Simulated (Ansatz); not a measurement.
Geometry optimisation, DFT PBE, scalar-relativistic, plane waves, PAW (Ansatz).

Input:

```yaml
crystal:
  lattice:
    - [7.67918, 0.0, 0.0]
    - [3.83959, 6.650365, 0.0]
    - [0.0, 0.0, 16.418765]
  atoms:
    - { symbol: H, position: [0.1666667, 0.1666667, 0.0609059] }
    - { symbol: H, position: [0.6666667, 0.1666667, 0.0609059] }
    - { symbol: H, position: [0.1666667, 0.6666667, 0.0609059] }
    - { symbol: H, position: [0.6666667, 0.6666667, 0.0609059] }
    - { symbol: Si, position: [0.1666667, 0.1666667, 0.1522648] }
    - { symbol: Si, position: [0.6666667, 0.1666667, 0.1522648] }
    - { symbol: Si, position: [0.1666667, 0.6666667, 0.1522648] }
    - { symbol: Si, position: [0.6666667, 0.6666667, 0.1522648] }
    - { symbol: Si, position: [-0.1666667, 0.3333333, 0.2] }
    - { symbol: Si, position: [0.3333333, 0.3333333, 0.2] }
    - { symbol: Si, position: [-0.1666667, 0.8333333, 0.2] }
    - { symbol: Si, position: [0.3333333, 0.8333333, 0.2] }
    - { symbol: Si, position: [-0.1666667, 0.3333333, 0.3432056] }
    - { symbol: Si, position: [0.3333333, 0.3333333, 0.3432056] }
    - { symbol: Si, position: [-0.1666667, 0.8333333, 0.3432056] }
    - { symbol: Si, position: [0.3333333, 0.8333333, 0.3432056] }
    - { symbol: Si, position: [0.0, 0.0, 0.3909408] }
    - { symbol: Si, position: [0.5, 0.0, 0.3909408] }
    - { symbol: Si, position: [0.0, 0.5, 0.3909408] }
    - { symbol: Si, position: [0.5, 0.5, 0.3909408] }
    - { symbol: Ge, position: [0.5677267, 0.866355, 0.5237157] }
basis:
  ecutwfc: 420.0
kpoints:
  mp_grid: { grid: [2, 2, 1] }
hamiltonian:
  xc: pbe
  pseudopotentials: { kind: paw, azcp: { folder: soft_1 } }
scf:
  occupations: { method: gaussian, width: 0.05 }
  lower_state_search: "off"
relax:
  f_tol: 0.03
  max_steps: 60
  adjacent_minimum: "off"
  constraints: [{ sites: [0, 1, 2, 3, 4, 5, 6, 7] }]
```

Launched with:

```bash
$ ansatz run input.yaml --threads 1 --pin off --max-ram 3072MiB --backend cpu --events-out ev --progress --plain --runs-dir out
```

Question: Where does it end, and by what steps?

Answer: It converged. Limits of this set-up: coarse k mesh, thin slab, slab without dipole correction. After 8 steps the energy has fallen by 1.909 eV; Ge21 moved furthest, 1.36 Å. Joined: Si19–Ge21 (3.79 → 2.69 Å), Si20–Ge21 (3.79 → 2.69 Å).

| step | energy less start (eV) | largest force component (eV/Å) | accepted |
| --- | --- | --- | --- |
| 0 | 0.0000 | 0.697 | yes |
| 1 | -0.2877 | 0.920 | yes |
| 2 | -0.6033 | 1.138 | yes |
| 3 | -0.9678 | 1.169 | yes |
| 4 | -1.3267 | 1.031 | yes |
| 5 | -1.6663 | 0.631 | yes |
| 6 | -1.8645 | 0.226 | yes |
| 7 | -1.9076 | 0.049 | yes |
| 8 | -1.9087 | 0.028 | yes |

```xyz
21
Lattice="7.6792 0.0000 0.0000 3.8396 6.6504 0.0000 0.0000 0.0000 16.4188" Properties=species:S:1:pos:R:3
H 1.920 1.108 1.000
H 5.759 1.108 1.000
H 3.840 4.434 1.000
H 7.679 4.434 1.000
Si 1.920 1.108 2.500
Si 5.759 1.108 2.500
Si 3.840 4.434 2.500
Si 7.679 4.434 2.500
Si 0.000 2.202 3.208
Si 3.840 2.217 3.432
Si 1.933 5.550 3.202
Si 5.746 5.550 3.202
Si 0.000 2.313 5.559
Si 3.840 2.223 5.980
Si 1.854 5.513 5.549
Si 5.826 5.513 5.549
Si 0.000 0.017 5.715
Si 3.840 -0.127 6.566
Si 1.809 3.404 6.572
Si 5.870 3.404 6.572
Ge 7.679 4.444 8.270
```

Whether the end is a true minimum wasn't checked by a vibrational analysis.

Time of the run: 51 s on 1 thread of Intel(R) Xeon(R) 6975P-C (Granite Rapids), with other jobs on the host, peak memory 0.96 GiB.
